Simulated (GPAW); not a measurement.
Runs of GPAW 26.7.0 on MoI. The structure is tetragonal, space group P4/mmm (No. 123). The conventional cell has a = 3.623 Å, b = 3.623 Å, c = 5.042 Å, α = 90.00°, β = 90.00°, γ = 90.00°. Mo (site symmetry 4/mmm) has 4 I at 2.56 Å as nearest neighbours. I (site symmetry 4/mmm) has 4 Mo at 2.56 Å as nearest neighbours. The cell was built by a generator and needn't be a form met in nature.

```tsv
task	level	potentials or basis	cell	k mesh	optimizer	fmax	max steps	convergence	band path	gap on the mesh (eV)	pressure (GPa)	relaxed volume (Å³/atom)
relaxation of cell and atoms	PBE+D4	GPAW PAW data sets (gpaw-data 1.2.1), pw	relaxed	7 × 7 × 5	BFGS	0.02 eV/Å	60	density=1e-05 forces=0.0001	-	none	0.1	(a)
relaxation of cell and atoms	LDA	the program's PAW data sets (release 1.2.1) made for this functional, pw	relaxed	7 × 7 × 5	BFGS	0.02 eV/Å	60	density=1e-05 forces=0.0001	-	none	0.0	(b)
relaxation of cell and atoms	PBE+D3(BJ)	GPAW PAW data sets (gpaw-data 1.2.1), pw	relaxed	7 × 7 × 5	BFGS	0.02 eV/Å	60	density=1e-05 forces=0.0001	-	none	0.0	22.97
relaxation of cell and atoms	LDA	the program's PAW data sets (release 1.2.1) made for this functional, pw	relaxed	5 × 5 × 4	BFGS	0.02 eV/Å	60	density=1e-05 forces=0.0001	-	none	0.0	22.70
band structure	LDA	the program's PAW data sets (release 1.2.1) made for this functional, pw	as given	5 × 5 × 4	-	-	-	-	GXMGZRAZ,XR,MA	-	6.6	-
relaxation of cell and atoms	PBE	GPAW PAW data sets (gpaw-data 1.2.1), pw	relaxed	7 × 7 × 5	BFGS	0.02 eV/Å	60	density=1e-05 forces=0.0001	-	none	0.0	24.19
```

Alike in all rows: no spin polarisation; cutoff (eV) 600; smearing fermi-dirac 0.05 eV.

Problem. Estimate the missing entries.

Solution. (a) 23.20; (b) 22.49.

Caveats: an odd number of electrons without spin polarisation forces a metal; a magnetic or distorted state may lie lower; later steps reuse the first step's grids (some runs); the volume moved by over 15 % at a fixed basis, so the end points are rough (some runs); this functional lacks dispersion, which binds the layers, so the pressure and a relaxed spacing across them are unreliable (some runs).

A k mesh can miss the band edges, and the runs leave out spin-orbit coupling on I, Mo.

A gap of «none» marks a metal or a gap under the smearing width.

Not every run made on this cell is shown here.
